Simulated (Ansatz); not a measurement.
**BGeCl (triplet): the correlation ladder, cc-pVDZ**

How much of the correlation energy of BGeCl (triplet) does each wave-function method recover here?

Program: Ansatz 0.2.0, Gaussian basis. Level of theory: cc-pVDZ, core rule «outside noble gas», up to 20 orbitals frozen. These are calculated values, not measurements.

The runs, in order: UHF; CCSD(T) on ROHF; CCSD(T) on UHF; BCCD(T) on ROHF; CISD as a restricted active space (open shells left free, so some higher excitations enter); CCSDT(Q) on ROHF; CCSDT(Q) on UHF; CASSCF and NEVPT2, 12 electrons in 11 orbitals.

20 further runs of the same task are left out: 9 that didn't finish, 11 set aside as unsound or not needed. Runs told in other sessions of the task aren't counted.

**1. The geometry**

The geometry is a PBE0/def2-TZVP stationary point (not a proven minimum) of the parent state, kept for this charge and spin. No spin-orbit coupling is included. The filled d shell of Ge may be among the frozen orbitals whatever the setting's name suggests.

3 atoms, charge 0, spin multiplicity 3.

Atoms are counted from 1 here; the program's logs count them from 0.

Bond lengths: B1–Ge2 2.264 Å, B1–Cl3 2.085 Å, Ge2–Cl3 2.259 Å. Angles: Ge2–B1–Cl3 62.4°, B1–Ge2–Cl3 54.9°, B1–Cl3–Ge2 62.7°.

**2. UHF**

in.yaml reads:

```yaml
crystal:
  periodic: [false, false, false]
  atoms:
    - {symbol: B, position_ang: [0.000000, -1.623594, -0.677472]}
    - {symbol: Ge, position_ang: [0.000000, 0.087356, 0.804839]}
    - {symbol: Cl, position_ang: [0.000000, 0.316111, -1.442456]}
basis:
  gaussian: {orbitals: cc-pVDZ}
magnetization: {spin_polarized: true, initial_magnetization: 2}
hamiltonian: {xc: hf}
output: {orbitals: {seedname: orbitals}}
```

Started as:

```sh
$ ansatz run in.yaml --threads 1 --pin off --events-out ev --progress --plain --max-ram 2393MiB
```

Further steps of the session: CCSD(T) on ROHF; CCSD(T) on UHF; BCCD(T) on ROHF; CISD as a restricted active space (open shells left free, so some higher excitations enter); CCSDT(Q) on ROHF; CCSDT(Q) on UHF; CASSCF and NEVPT2, 12 electrons in 11 orbitals.

Before running them: what should the planned runs give, taken together? Wanted: UCCSDT(Q) from the RHF energy; RMP2 from UCCSDT(Q); UMP2 from UCCSDT(Q); RCCSD from UCCSDT(Q); RCCSD(T) from UCCSDT(Q); UCCSD(T) from UCCSDT(Q); RCCSDT(Q) from UCCSDT(Q); NEVPT2 valence from UCCSDT(Q); T1 diagnostic.

**Answer**, as computed:

```
                         quantity                      value
    UCCSDT(Q) from the ROHF energy                 -8.6489 eV
              RMP2 from UCCSDT(Q)              +141.5 kJ/mol
              UMP2 from UCCSDT(Q)              +146.6 kJ/mol
             RCCSD from UCCSDT(Q)               +41.5 kJ/mol
          RCCSD(T) from UCCSDT(Q)                +8.7 kJ/mol
          UCCSD(T) from UCCSDT(Q)                +8.6 kJ/mol
         RCCSDT(Q) from UCCSDT(Q)                +0.9 kJ/mol
    NEVPT2 valence from UCCSDT(Q)              +109.3 kJ/mol
levels within 1 kcal/mol (43 meV)  RCCSDT, UCCSDT, RCCSDT(Q)
                    T1 diagnostic                      0.045
   effectively unpaired electrons                       2.08
```

**Reading.** RCCSD(T) lands +8.7 kJ/mol from the yardstick (1.0 % of the correlation energy). The occupations are near whole numbers, but T1 = 0.045 shows that the orbitals relax strongly. These misses are within one basis, not against nature; the frozen cores of restricted and unrestricted runs differ, which can shift their rows.
